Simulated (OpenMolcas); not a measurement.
# MoO3 (molybdenum trioxide): levels of theory compared

Wanted: a comparison of 6 runs (HF/STO-3G, HF/3-21G, HF/def2-SVP, HF/def2-TZVP, PBE0/def2-SVP, MP2/def2-SVPD) of MoO3 (molybdenum trioxide). 

Program for the calculation: OpenMolcas 26.06.

2 further runs of the same task are left out: 1 for a known fault of the program, 1 set aside as unsound or not needed.

### Step 1. The molecule

The species is MoO3 (4 atoms), meant as a singlet with charge 0. As SMILES, `[O]=[Mo](=[O])=[O]`. The coordinates come from a PBE0-D4/def2-TZVP relaxation.

Bond lengths: O1–Mo2 1.692 Å, Mo2–O3 1.692 Å, Mo2–O4 1.692 Å. Angles: O1–Mo2–O3 110.3°, O1–Mo2–O4 110.3°, O3–Mo2–O4 110.3°.

### Step 2. Energy and forces at HF/STO-3G (run 1)

The input, job.inp:

```
* MoO3 Hartree-Fock
&GATEWAY
BasLib=$CurrDir
BasisSet
O.STO-3G....
O1 -0.968000 -0.149800 1.262500 angstrom
O3 1.507000 -0.607600 0.088800 angstrom
O4 -0.345200 1.033600 -1.171400 angstrom
End of Basis
BasisSet
Mo.STO-3G....
Mo2 -0.138100 -0.336500 -0.200300 angstrom
End of Basis
&SEWARD
&SCF
Thresholds=1e-10 1e-07 1e-07 1e-05
PrOrbitals=1 1
&ALASKA
```

The basis set STO-3G is read from a file made from the Basis Set Exchange's data (not shown).

Launch:

```
$ export MOLCAS_MEM=1860
$ pymolcas job.inp > job.log
```

What it wrote:

```text
--- Start Module: gateway ---
[...]
--- Stop Module: gateway /rc=_RC_ALL_IS_WELL_ ---
[...]
      Basis functions           42
[...]
--- Start Module: scf ---
[...]
       Convergence after  20 Iterations
[...]
::    Total SCF energy                              -4157.4937177789
[...]
      Total spin, S                                     0.0000000000
[...]
      Total electronic charge=   66.000000
      Total            charge=   -0.000000
[...]
      Dipole Moment (debye):
      Origin of the operator (angstrom)=   -0.0714   -0.1955   -0.1147
                   X= -1.7750E+00               Y= -3.7526E+00               Z= -2.2792E+00           Total=  4.7358E+00
      Quadrupole Moment (debye*angstrom):
[...]
--- Stop Module: scf /rc=_RC_ALL_IS_WELL_ ---
--- Start Module: alaska ---
[...]
 *              Molecular gradients               *
 **************************************************
  Irreducible representation: a
 ------------------------------------------------------------------------------------------
                              X                       Y                       Z
 ------------------------------------------------------------------------------------------
  O1               -3.50715207409777E-02    1.13441124787532E-02    6.63137822574882E-02
  O3                7.39374689953465E-02   -8.81923699320453E-03    1.46286011260424E-02
  O4               -7.63470921682341E-03    6.33974405619639E-02   -4.08259942525078E-02
  MO2              -3.12312390375595E-02   -6.59223160475513E-02   -4.01163891310468E-02
 ------------------------------------------------------------------------------------------
--- Stop Module: alaska /rc=_RC_ALL_IS_WELL_ ---
[...]
```

Wall time 3.6 s (1 thread of Arm Neoverse V2, shared host); peak memory 0.37 GiB.

### Step 3. Energy and forces at HF/3-21G (run 2)

The input, input.xyz:

```xyz
4

O     -0.968000    -0.149800     1.262500
Mo    -0.138100    -0.336500    -0.200300
O      1.507000    -0.607600     0.088800
O     -0.345200     1.033600    -1.171400
```

The input, mol.input:

```
&gateway
baslib
$CurrDir
coord
input.xyz
basis
3-21G
group
NoSym
&seward
&scf
thresholds
1e-10 1e-07 1e-07 1e-05
prorbitals
1 2
&alaska
```

The basis set 3-21G is read from a file made from the Basis Set Exchange's data (not shown).

Launch:

```
$ export MOLCAS_MEM=1860
$ pymolcas mol.input > mol.log
```

What it wrote:

```text
--- Start Module: gateway ---
[...]
--- Stop Module: gateway /rc=_RC_ALL_IS_WELL_ ---
[...]
      Basis functions           63
[...]
--- Start Module: scf ---
[...]
       Convergence after  19 Iterations
[...]
::    Total SCF energy                              -4179.8014271251
[...]
      Total spin, S                                     0.0000000000
[...]
      Total electronic charge=   66.000000
      Total            charge=   -0.000000
[...]
      Dipole Moment (debye):
      Origin of the operator (angstrom)=   -0.0714   -0.1955   -0.1147
                   X= -2.0129E+00               Y= -4.2555E+00               Z= -2.5846E+00           Total=  5.3704E+00
      Quadrupole Moment (debye*angstrom):
[...]
--- Stop Module: scf /rc=_RC_ALL_IS_WELL_ ---
[...]
--- Start Module: alaska ---
[...]
 *              Molecular gradients               *
 **************************************************
  Irreducible representation: a
 ------------------------------------------------------------------------------------------
                              X                       Y                       Z
 ------------------------------------------------------------------------------------------
  O1                6.42850491810165E-03    3.79579679989739E-03   -4.50821802050783E-03
  MO2              -3.67892012468296E-03   -7.64763945775471E-03   -4.74205717288356E-03
  O3               -6.04658073789466E-03    6.10327880097117E-03    1.41896086107973E-03
  O4                3.29699594454880E-03   -2.25143614307299E-03    7.83131433223971E-03
 ------------------------------------------------------------------------------------------
--- Stop Module: alaska /rc=_RC_ALL_IS_WELL_ ---
[...]
```

Run time: 5.1 s. Hardware: 1 thread of Arm Neoverse V2, shared host; peak memory 0.4 GiB.

Run 3 isn't shown in full; the table further down has it.

### Step 4. Energy and forces at HF/def2-TZVP (core potential) (run 4)

The input, mol.input:

```
* MoO3 Hartree-Fock
&GATEWAY
BasLib
$CurrDir
BasisSet
O.def2-TZVP....
O1 -0.968000 -0.149800 1.262500 angstrom
O3 1.507000 -0.607600 0.088800 angstrom
O4 -0.345200 1.033600 -1.171400 angstrom
End of Basis
BasisSet
Mo.def2-TZVP....
Mo2 -0.138100 -0.336500 -0.200300 angstrom
End of Basis
&SEWARD
&SCF
Thresholds
1e-10 1e-07 1e-07 1e-05
PrOrbitals
1 2
&ALASKA
```

The basis set def2-TZVP is read from a file made from the Basis Set Exchange's data (not shown).

Launch:

```
$ export MOLCAS_MEM=1860
$ pymolcas mol.input > mol.log
```

What it wrote:

```text
--- Start Module: gateway ---
[...]
--- Stop Module: gateway /rc=_RC_ALL_IS_WELL_ ---
[...]
      Basis functions          133
[...]
--- Start Module: scf ---
[...]
       Convergence after  19 Iterations
[...]
::    Total SCF energy                               -292.1702922014
[...]
      Total spin, S                                     0.0000000000
[...]
      Total electronic charge=   38.000000
      Total            charge=   -0.000000
[...]
      Dipole Moment (debye):
      Origin of the operator (angstrom)=   -0.0714   -0.1955   -0.1147
                   X= -2.1625E+00               Y= -4.5714E+00               Z= -2.7767E+00           Total=  5.7692E+00
      Quadrupole Moment (debye*angstrom):
[...]
--- Stop Module: scf /rc=_RC_ALL_IS_WELL_ ---
[...]
--- Start Module: alaska ---
[...]
 *              Molecular gradients               *
 **************************************************
  Irreducible representation: a
 ------------------------------------------------------------------------------------------
                              X                       Y                       Z
 ------------------------------------------------------------------------------------------
  O1               -1.47502949512095E-02    1.11382211128916E-02    3.61823185494998E-02
  O3                3.92207462714644E-02    1.15532978222355E-03    1.05966532862469E-02
  O4               -1.16382514133218E-03    3.68815835003922E-02   -1.68390274085581E-02
  MO2              -2.33066261789006E-02   -4.91751343955436E-02   -2.99399444272002E-02
 ------------------------------------------------------------------------------------------
--- Stop Module: alaska /rc=_RC_ALL_IS_WELL_ ---
[...]
```

Wall time 37 s (1 thread of Arm Neoverse V2, shared host); peak memory 0.96 GiB.

Run 5 isn't shown in full; the table further down has it.

### Step 5. A single-point energy at MP2/def2-SVPD (core potential) (run 6)

The input, test.input:

```
* MoO3 MP2
>>> EXPORT MOLCAS_PRINT=2

&GATEWAY
 BASLIB
 $CurrDir
 COORD
 4
 bohr
 O     -1.82925489    -0.28308097     2.38577923
 Mo    -0.26097118    -0.63589284    -0.37851214
 O      2.84781727    -1.14819759     0.16780768
 O     -0.65233346     1.95322092    -2.21362518
 BASIS
 def2-SVPD
 GROUP
 NoSym

&SEWARD

&SCF
 THRESHOLDS
 1e-10 1e-07 1e-07 1e-05
 PRORBITALS
 1 1

&MBPT2
 FROZEN
 3
```

The basis set def2-SVPD is read from a file made from the Basis Set Exchange's data (not shown).

Launch:

```
$ export MOLCAS_MEM=1860
$ pymolcas test.input > test.log
```

What it wrote:

```text
--- Start Module: gateway ---
[...]
--- Stop Module: gateway /rc=_RC_ALL_IS_WELL_ ---
[...]
      Basis functions          103
[...]
--- Start Module: scf ---
[...]
       Convergence after  18 Iterations
[...]
::    Total SCF energy                               -291.8792350242
[...]
      Total spin, S                                     0.0000000000
[...]
      Total electronic charge=   38.000000
      Total            charge=   -0.000000
[...]
      Dipole Moment (debye):
      Origin of the operator (angstrom)=   -0.0714   -0.1955   -0.1147
                   X= -2.1255E+00               Y= -4.4932E+00               Z= -2.7293E+00           Total=  5.6706E+00
      Quadrupole Moment (debye*angstrom):
[...]
--- Stop Module: scf /rc=_RC_ALL_IS_WELL_ ---
[...]
--- Start Module: mbpt2 ---
[...]
WARNING!
Default frozen orbitals as non valence orbitals is overwritten by user input.
Default values:   3
[...]
       Reference weight ( Cref**2 )         =        0.70271
::    Total MBPT2 energy                             -292.9722113701
[...]
      Total MBPT2 calculations                           0.51      0.58
--- Stop Module: mbpt2 /rc=_RC_ALL_IS_WELL_ ---
[...]
```

It took 13 s on 1 thread of Arm Neoverse V2, shared host; peak memory 0.58 GiB.

### Step 6. Overview of the runs

```csv
run,level,integration grid,task,energy (Eh),dipole moment (D) of the reference,HOMO energy (eV),LUMO energy (eV),wall time
1,HF/STO-3G,–,gradient,-4157.493718,4.74,-7.59,2.97,3.6 s
2,HF/3-21G,–,gradient,-4179.801427,5.37,-12.21,-1.72,5.1 s
3,HF/def2-SVP (core potential),–,gradient,-291.855896,5.88,-13.13,-2.15,6 s
4,HF/def2-TZVP (core potential),–,gradient,-292.170292,5.77,-13.08,-2.10,37 s
5,PBE0/def2-SVP (core potential),UltraFine,gradient,-293.490395,5.05,-9.03,-4.71,19 s
6,MP2/def2-SVPD (core potential),–,energy,-292.972211,5.67,-13.25,-2.16,13 s
```

### Step 7. Results

| quantity | value |
| --- | --- |
| run 6: total energy | -292.97221 Eh |
| run 6: dipole moment (mean-field density) | 5.67 D |
| run 6: HOMO energy (Hartree–Fock orbitals) | -13.25 eV |
| run 6: LUMO energy (Hartree–Fock orbitals) | -2.16 eV |
| run 6: HOMO–LUMO gap (Hartree–Fock orbitals) | 11.09 eV |
| run 6: correlation energy (3 core orbitals frozen) | -1093.0 mEh |

What this shows: Over runs 1, 2, 3, 4, 5 the dipole moment (its size) runs from 4.74 D (HF/STO-3G) to 5.88 D (HF/def2-SVP). The two ends differ in basis and core potential. Over runs 1, 2, 3, 4, 5 the HOMO–LUMO gap runs from 4.32 eV (PBE0/def2-SVP) to 10.99 eV (HF/def2-TZVP). The two ends differ in method and basis. Some runs of one species differ in core potentials or relativity; totals across that change don't compare. In run 1 the basis is minimal, so the values are rough. In runs 1, 2 relativity is left out where basis or elements ask for it. All runs together took 83 s, the longest 37 s.
